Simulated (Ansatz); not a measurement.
# BGeH5 (singlet): from Hartree-Fock to the top rungs at a displaced geometry (v1), cc-pVDZ

How much of the correlation energy of BGeH5 (singlet) does each wave-function method recover here?

Method: cc-pVDZ, core rule «outside noble gas», up to 15 orbitals frozen; program: Ansatz 0.2.0, Gaussian basis.

Plan: UHF; CCSD(T) on RHF; BCCD(T) on RHF; CISD; CCSDT(Q) on RHF; CASSCF and MRCISD+Q, 8 electrons in 8 orbitals; CASSCF and NEVPT2, 8 electrons in 8 orbitals.

16 further runs of the same task are left out: 5 that didn't finish, 11 set aside as unsound or not needed.

## Step 1: What is computed

The geometry is a PBE0/def2-TZVP stationary point (not a proven minimum) with its atoms shifted at random (size 0.040 Å). No spin-orbit coupling is included. The filled d shell of Ge may be among the frozen orbitals whatever the setting's name suggests; the logs give the count.

7 atoms, charge 0, spin multiplicity 1.

Atoms are counted from 1 here; the program's logs count them from 0.

Bond lengths: Ge1–B2 2.069 Å, Ge1–H3 1.557 Å, Ge1–H4 1.500 Å, Ge1–H5 1.601 Å, B2–H6 1.209 Å, B2–H7 1.151 Å. Angles: B2–Ge1–H3 112.7°, B2–Ge1–H4 109.1°, B2–Ge1–H5 105.9°, H3–Ge1–H4 109.4°, H3–Ge1–H5 111.2°, H4–Ge1–H5 108.4°, Ge1–B2–H6 123.0°, Ge1–B2–H7 122.2°, H6–B2–H7 114.8°.

## Step 2: UHF

The input, in.yaml:

```yaml
crystal:
  periodic: [false, false, false]
  atoms:
    - {symbol: Ge, position_ang: [0.001576, 0.002245, 0.296910]}
    - {symbol: B, position_ang: [0.000743, -0.007235, -1.771738]}
    - {symbol: H, position_ang: [0.048707, 1.440863, 0.889888]}
    - {symbol: H, position_ang: [1.182135, -0.779972, 0.791292]}
    - {symbol: H, position_ang: [-1.332659, -0.763793, 0.739802]}
    - {symbol: H, position_ang: [-0.032744, 1.002849, -2.435481]}
    - {symbol: H, position_ang: [0.013012, -0.984103, -2.379804]}
basis:
  gaussian: {orbitals: cc-pVDZ}
magnetization: {spin_polarized: true, initial_magnetization: 0}
hamiltonian: {xc: hf}
output: {orbitals: {seedname: orbitals}}
```

Run with:

```
$ ansatz run in.yaml --threads 1 --pin off --events-out ev --progress --plain --max-ram 2393MiB
```

The runs that follow: CCSD(T) on RHF; BCCD(T) on RHF; CISD; CCSDT(Q) on RHF; CASSCF and MRCISD+Q, 8 electrons in 8 orbitals; CASSCF and NEVPT2, 8 electrons in 8 orbitals.

Q: Predict the results of all the runs planned. Wanted: RCCSDT(Q) below the RHF energy; RMP2 from RCCSDT(Q); RCCSD from RCCSDT(Q); RCCSD(T) from RCCSDT(Q); MRCISD+Q frontier from RCCSDT(Q); T1 diagnostic.

As calculated:

| quantity | value |
| --- | --- |
| RCCSDT(Q) below the RHF energy | -6.4232 eV |
| RMP2 from RCCSDT(Q) | +31.82 kcal/mol |
| RCCSD from RCCSDT(Q) | +3.79 kcal/mol |
| RCCSD(T) from RCCSDT(Q) | +0.72 kcal/mol |
| MRCISD+Q frontier from RCCSDT(Q) | +0.42 kcal/mol |
| levels within 1 kcal/mol (43 meV) | RCCSD(T), BCCD(T), RCCSDT, MRCISD+Q frontier |
| T1 diagnostic | 0.011 |

RCCSD(T) misses by +0.72 kcal/mol, 0.5 % of the correlation energy. These misses are within one basis, not against nature.
